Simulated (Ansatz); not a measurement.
# CdF2: the cost of one run

Computed with Ansatz 0.2.0, driven from Python. The levels of theory stand in the script.

## 1. Starting point

It takes space group Fm-3m (No. 225, cubic). The conventional cell has a = 5.388 Å, b = 5.388 Å, c = 5.388 Å, α = 90.00°, β = 90.00°, γ = 90.00°. Cd (site symmetry m-3m) is surrounded by 8 F at 2.33 Å. Around F (site symmetry -43m) lie 4 Cd at 2.33 Å.

The script holds or builds the structure itself.

## 2. The code

soc_cdf2.py reads:

```python
import warnings

import ansatz as az

warnings.simplefilter("ignore", az.DeckWarning)

crystal = (
    az.Lattice.fcc(5.388)
    .space_group(225)
    .atom("Cd", (0.0, 0.0, 0.0))
    .atom("F", (0.25, 0.75, 0.75))
    .primitive()
)

base = (
    crystal.calculation()
    .scf(extra_bands=4)
    .mixing("broyden", ndim=4, beta=0.4)
    .occupations(az.OccupationsMethod.FIXED)
    .basis(24 * az.Ry, xc_grid=2)
    .kpoints(7, 7, 7, shift=0.5)
    .functional(az.Functional.PBESOL)
    .band_table()
)
for label, variant in (("scalar-relativistic", base), ("spin-orbit", base.spin(soc=True))):
    report = variant.run(threads=1).report
    zero = report["band_edges_ev"][0] if report.get("band_edges_ev") else report["fermi_energy_ev"]
    near = [round(e - zero, 3) for e in report["eigenvalues_ev"][0] if abs(e - zero) < 2]
    print(label)
    print("  band edges (eV):", [round(e, 3) for e in report.get("band_edges_ev") or []] or "none reported")
    print("  levels at k =", report["kpoints_frac"][0], "within 2 eV of the zero:", near)
```

## 3. The run

Launch:

```
$ python soc_cdf2.py
```

Q: Estimate wall time and peak memory on 1 thread of Arm Neoverse V2, shared host.

About 8.3 s, with a peak of 0.46 GiB.
